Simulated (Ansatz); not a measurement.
# Te3O2: the cost of one run

Method: DFT PBE, scalar-relativistic, plane waves, PAW, in Ansatz 0.2.0.

## (1) The system as given

It takes space group P-3m1 (No. 164, trigonal). The conventional cell has a = 4.733 Å, b = 4.733 Å, c = 5.851 Å, α = 90.00°, β = 90.00°, γ = 120.00°. Te (site symmetry -3m) has 6 O at 2.90 Å in its first shell of neighbours. Te (site symmetry 3m) has 5 O at 2.79 to 3.06 Å and 3 Te at 3.21 Å in its first shell of neighbours. O (site symmetry 3m) has 8 Te at 2.79 to 3.06 Å in its first shell of neighbours.

As a file:

```cif
data_structure
_symmetry_space_group_name_H-M 'P 1'
_symmetry_Int_Tables_number 1
_cell_length_a 4.7325
_cell_length_b 4.7325
_cell_length_c 5.8514
_cell_angle_alpha 90.000
_cell_angle_beta 90.000
_cell_angle_gamma 120.000
_cell_volume 113.49
loop_
_atom_site_label
_atom_site_type_symbol
_atom_site_fract_x
_atom_site_fract_y
_atom_site_fract_z
_atom_site_occupancy
Te1 Te 0.00000 0.00000 0.00000 1
Te2 Te 0.33333 0.66667 0.64394 1
Te3 Te 0.66667 0.33333 0.35606 1
O1 O 0.33333 0.66667 0.16642 1
O2 O 0.66667 0.33333 0.83358 1
```

Recipe of the guess: species swapped into a database cell of Ga3Pt2 (P-3m1, No. 164), with Te on the Ga sites and O on the Pt sites. Lengths come from tabulated atomic sizes and are only a guess.

## (2) A first look at the guess

input.yaml reads:

```yaml
crystal:
  lattice:
    - [4.7325328, 0.0, 0.0]
    - [-2.3662664, 4.09849363, 0.0]
    - [0.0, 0.0, 5.85136923]
  atoms:
    - { symbol: Te, position: [0.0, 0.0, 0.0] }
    - { symbol: Te, position: [0.33333333, 0.66666667, 0.64393747] }
    - { symbol: Te, position: [0.66666667, 0.33333333, 0.35606253] }
    - { symbol: O, position: [0.33333333, 0.66666667, 0.16642144] }
    - { symbol: O, position: [0.66666667, 0.33333333, 0.83357856] }
basis:
  ecutwfc: 420
kpoints:
  mp_grid: { grid: [6, 6, 4] }
hamiltonian:
  xc: pbe
scf:
  occupations: { method: gaussian, width: 0.1 }
  lower_state_search: "off"
output:
  forces: true
  stress: true
  eigenvalues: true
```

Started as:

```
$ ansatz run input.yaml --threads 1 --pin off --max-ram 2560MiB --backend cpu --events-out ev --progress --plain --runs-dir out
```

**Question.** How long does this run take on 1 thread of Arm Neoverse V1, shared host, and how much memory does it need?

About 6.4 s, with a peak of 0.38 GiB.
